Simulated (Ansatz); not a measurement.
# Cl2FH2HfN: the cost of one run

Program: Ansatz 0.2.0. Level of theory: UKS B3LYP-D4/def2-SVP. These are calculated values, not measurements.

### 1 The system as given

Bond lengths: Hf1–F2 2.545 Å, Hf1–N3 1.954 Å, Hf1–H4 2.269 Å, Hf1–Cl5 2.310 Å, Hf1–Cl6 2.294 Å, N3–H7 1.032 Å. Angles: F2–Hf1–N3 64.4°, F2–Hf1–H4 28.5°, F2–Hf1–Cl5 86.3°, F2–Hf1–Cl6 89.6°, N3–Hf1–H4 36.0°, N3–Hf1–Cl5 110.6°, N3–Hf1–Cl6 103.5°, H4–Hf1–Cl5 97.0°, H4–Hf1–Cl6 98.2°, Cl5–Hf1–Cl6 139.6°, Hf1–N3–H7 112.5°.

Structure file:

```xyz
7

Hf   -0.6838    0.5597    0.5713
F     1.5220   -0.6880    0.3427
N    -0.1011    0.2032   -1.2596
H     0.9821   -0.3334   -0.6842
Cl    0.5535    2.2757    1.4988
Cl   -1.7050   -1.3956    1.1992
H    -0.5678   -0.6217   -1.6682
```

### 2 Pulling towards end A

Springs on the bonds that form and break draw the guess towards this end; the thresholds are loose.

Input file input.yaml:

```yaml
crystal:
  periodic: [false, false, false]
  atoms:
    - { symbol: Hf, position_ang: [-0.6838, 0.5597, 0.5713] }
    - { symbol: F, position_ang: [1.522, -0.688, 0.3427] }
    - { symbol: "N", position_ang: [-0.1011, 0.2032, -1.2596] }
    - { symbol: H, position_ang: [0.9821, -0.3334, -0.6842] }
    - { symbol: Cl, position_ang: [0.5535, 2.2757, 1.4988] }
    - { symbol: Cl, position_ang: [-1.705, -1.3956, 1.1992] }
    - { symbol: H, position_ang: [-0.5678, -0.6217, -1.6682] }
magnetization:
  spin_polarized: true
basis:
  gaussian: { orbitals: def2-SVP }
hamiltonian:
  xc: b3lyp
  dispersion: d4
relax:
  f_tol: 0.15
  max_steps: 25
  restrain:
    - { distance: [3, 1], at: 2.18, k: 30.0 }
    - { distance: [0, 1], at: 2.32, k: 30.0 }
    - { distance: [3, 2], at: 1.02, k: 30.0 }
```

The run is started by

```sh
ansatz run input.yaml --threads 4 --pin off --max-ram 5120MiB --backend cpu --events-out ev --progress --plain --runs-dir out
```

What time and memory should one allow on 4 threads of Arm Neoverse N1, shared host?

About 58 s, with a peak of 0.37 GiB.
